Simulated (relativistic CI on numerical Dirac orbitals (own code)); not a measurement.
# Ag²⁺: L2,3 absorption multiplets

Wanted: the shape of the L2,3 absorption spectrum of Ag²⁺ in 5 surroundings, from the same atomic integrals.

Method: Dirac-Coulomb-Breit CI, KLI orbitals optimised for each configuration, model QED (radiative potential, 1s self-energy scaled to tabulated hydrogen-like ionisation energies), valence Slater integrals scaled by 0.8, multiplet model of core-to-valence dipole absorption. Code: relativistic CI on numerical Dirac orbitals (own code) version 1.

## 1. What is computed

* ion: Ag²⁺ (Ag III)
* nuclear charge: 47
* electrons: 45
* configurations: [Kr] 4d9 → [He] 2s2 2p5 3s2 3p6 3d10 4s2 4p6 4d10
* magnetising field for the dichroism, Lz and Sz: exchange field 10 meV on Sz; these come from the lowest magnetised state alone (0 K)
* temperature of the isotropic spectrum: 80 K
* widths: Lorentz 1.6 eV, Gauss 0.5 eV
* surrounding 1: free ion
* surrounding 2: D4h, 10Dq = 18550, Ds = 410, Dt = 940 cm⁻¹
* surrounding 3: D4h, 10Dq = 35750, Ds = -420, Dt = -440 cm⁻¹
* surrounding 4: Oh, 10Dq = 34300 cm⁻¹
* surrounding 5: D3d, 10Dq = 16150, Dsigma = 460, Dtau = -120 cm⁻¹

## 2. Surrounding 1: free ion

Input settings:

```ini
atom Ag  Z=47  charge=2  electrons=45
nucleus A=107  rms_radius_fm=4.5454
hamiltonian dirac-coulomb  breit=on  qed=on  c_scale=1
orbitals kli  potential=per-configuration
slater_scale 0.8
correlation none
mixing on
configurations
  [Kr] 4d9
  [He] 2s2 2p5 3s2 3p6 3d10 4s2 4p6 4d10
end
absorption L2,3 T=80 lorentz=1.6 gauss=0.5
crystal_field free
```

## 3. Surrounding 2: D4h, 10Dq = 18550, Ds = 410, Dt = 940

Settings: those of step 2 with these lines changed.

```diff
@@ -12,2 +12,2 @@
 absorption L2,3 T=80 lorentz=1.6 gauss=0.5
-crystal_field free
+crystal_field D4h 10Dq=18550 Ds=410 Dt=940
```

## 4. Surrounding 3: D4h, 10Dq = 35750, Ds = -420, Dt = -440

Settings: those of step 3 with these lines changed.

```diff
@@ -12,2 +12,2 @@
 absorption L2,3 T=80 lorentz=1.6 gauss=0.5
-crystal_field D4h 10Dq=18550 Ds=410 Dt=940
+crystal_field D4h 10Dq=35750 Ds=-420 Dt=-440
```

## 5. Surrounding 4: Oh, 10Dq = 34300

Settings: those of step 4 with these lines changed.

```diff
@@ -12,2 +12,2 @@
 absorption L2,3 T=80 lorentz=1.6 gauss=0.5
-crystal_field D4h 10Dq=35750 Ds=-420 Dt=-440
+crystal_field Oh 10Dq=34300
```

## 6. Surrounding 5: D3d, 10Dq = 16150, Dsigma = 460, Dtau = -120

Settings: those of step 5 with these lines changed.

```diff
@@ -12,2 +12,2 @@
 absorption L2,3 T=80 lorentz=1.6 gauss=0.5
-crystal_field Oh 10Dq=34300
+crystal_field D3d 10Dq=16150 Dsigma=460 Dtau=-120
```

(Steps that only read results are left out.)

Before running it: what results should come out? Wanted: highest peak, first run; ground spin; share of the lower edge; core spin-orbit splitting.

As calculated:

| surrounding | ground S | Lz (0 K) | Sz (0 K) | centroid (eV) | share of the lower edge | up to four highest peaks (% of the highest), eV |
| --- | --- | --- | --- | --- | --- | --- |
| 1: free | 0.50 | -2.00 | -0.50 | 3348.60 | - | 3348.5 (100) |
| 2: D4h | 0.50 | -0.34 | -0.49 | 3388.87 | 0.774 | 3349.8 (100), 3522.8 (29) |
| 3: D4h | 0.50 | 0.00 | -0.50 | 3398.96 | 0.726 | 3351.5 (100), 3524.5 (38) |
| 4: Oh | 0.50 | -0.20 | -0.50 | 3397.22 | 0.733 | 3351.0 (100), 3524.0 (37) |
| 5: D3d | 0.50 | -0.39 | -0.49 | 3383.87 | 0.802 | 3349.5 (100), 3522.8 (25) |

```
                                 quantity           value
                  highest peak, first run       3348.5 eV
      ground spin (effective S from ⟨S²⟩)            0.50
                  share of the lower edge  0.726 to 0.802
core spin-orbit splitting (without Breit)       178.32 eV
```

What this shows: The lower edge takes 0.77 of the intensity in surrounding 2, above the statistical 0.67. The position of the maximum differs by up to 3.0 eV between the surroundings, by shifts of peaks or by peaks exchanging rank. Edge positions are free-ion values and differ from those in solids by a few eV or more.
